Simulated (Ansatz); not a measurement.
# CH₇GeNSi: small, medium and large basis sets

An exercise on one series of results from a longer session: the logs are not shown, and one member is left open.

Program: Ansatz 0.2.0, Gaussian basis. Level of theory: one geometry, several basis sets. These are calculated values, not measurements.

Plan: PBE0-D4/def2-SVP; ωB97M-V/def2-SVP; PBE0-D4/def2-QZVPP; ωB97M-V/def2-QZVPP; the functionals' def2-TZVPP values are taken from earlier runs.

## The geometry

All runs share one geometry, relaxed beforehand with PBE0-D4 in a triple-zeta def2 set.

SMILES `C1[NH][GeH2][SiH2]1`, 11 atoms, charge 0, spin multiplicity 1.

Atoms are counted from 1 here; the program's logs count them from 0.

Bond lengths: C1–N2 1.468 Å, C1–Si4 1.911 Å, C1–H5 1.096 Å, C1–H6 1.100 Å, N2–Ge3 1.861 Å, N2–H7 1.010 Å, Ge3–Si4 2.372 Å, Ge3–H8 1.541 Å, Ge3–H9 1.550 Å, Si4–H10 1.488 Å, Si4–H11 1.487 Å. Angles: N2–C1–Si4 98.2°, N2–C1–H5 112.3°, N2–C1–H6 114.3°, Si4–C1–H5 114.6°, Si4–C1–H6 110.0°, H5–C1–H6 107.4°, C1–N2–Ge3 106.7°, C1–N2–H7 115.9°, Ge3–N2–H7 124.7°, N2–Ge3–Si4 73.7°, N2–Ge3–H8 112.2°, N2–Ge3–H9 115.1°, Si4–Ge3–H8 124.9°, Si4–Ge3–H9 119.0°, H8–Ge3–H9 107.6°, C1–Si4–Ge3 76.7°, C1–Si4–H10 116.2°, C1–Si4–H11 114.4° and more.

Coordinates:

| atom | x (Å) | y (Å) | z (Å) |
| --- | --- | --- | --- |
| C1 | -0.66096 | 0.95268 | -0.36684 |
| N2 | -0.57097 | 0.42901 | 1.00186 |
| Ge3 | 0.75744 | -0.87495 | 0.98942 |
| Si4 | 0.15125 | -0.51889 | -1.27609 |
| H5 | -1.69510 | 1.15864 | -0.66602 |
| H6 | -0.07887 | 1.86956 | -0.54012 |
| H7 | -0.70993 | 1.10153 | 1.74202 |
| H8 | 0.36842 | -2.11188 | 1.82218 |
| H9 | 2.14958 | -0.40062 | 1.47895 |
| H10 | 1.16840 | -0.17443 | -2.30540 |
| H11 | -0.81398 | -1.48775 | -1.85936 |

Set-up of the first run:

The input, in.yaml:

```yaml
crystal:
  periodic: [false, false, false]
  atoms:
    - {symbol: C, position_ang: [-0.660956, 0.952681, -0.366836]}
    - {symbol: N, position_ang: [-0.570973, 0.429006, 1.001859]}
    - {symbol: Ge, position_ang: [0.757442, -0.874946, 0.989416]}
    - {symbol: Si, position_ang: [0.151252, -0.518888, -1.276087]}
    - {symbol: H, position_ang: [-1.695101, 1.158641, -0.666018]}
    - {symbol: H, position_ang: [-0.078865, 1.869558, -0.540125]}
    - {symbol: H, position_ang: [-0.709927, 1.101530, 1.742015]}
    - {symbol: H, position_ang: [0.368420, -2.111877, 1.822181]}
    - {symbol: H, position_ang: [2.149584, -0.400620, 1.478951]}
    - {symbol: H, position_ang: [1.168401, -0.174431, -2.305396]}
    - {symbol: H, position_ang: [-0.813976, -1.487753, -1.859362]}
basis:
  gaussian: {orbitals: def2-SVP}
hamiltonian: {xc: pbe0, dispersion: d4}
output: {orbitals: {seedname: orbitals}}
```

Started as:

```
ansatz run in.yaml --threads 4 --pin off --events-out ev --progress --plain --max-ram 10444MiB
```

Steps of the session up to this table: PBE0-D4 in def2-SVP; ωB97M-V in def2-SVP; PBE0-D4 in def2-QZVPP; ωB97M-V in def2-QZVPP.

One of the session's tables, all rows but one given; the rest of the session is left out.

It belongs to the step «Functionals by basis». 

```
functional       basis  HOMO (eV)  LUMO (eV)
   PBE0-D4    def2-SVP      -6.42       0.07
   PBE0-D4  def2-TZVPP          ?          ?
   PBE0-D4  def2-QZVPP      -6.59      -0.36
   ωB97M-V    def2-SVP      -8.70       1.89
   ωB97M-V  def2-TZVPP      -8.86       1.48
   ωB97M-V  def2-QZVPP      -8.89       1.08
```

Estimate the missing values for PBE0-D4, def2-TZVPP.

The run gave: HOMO (eV): -6.56; LUMO (eV): -0.18. In the column «HOMO (eV)» it lies between PBE0-D4, def2-QZVPP (-6.59) and PBE0-D4, def2-SVP (-6.42).
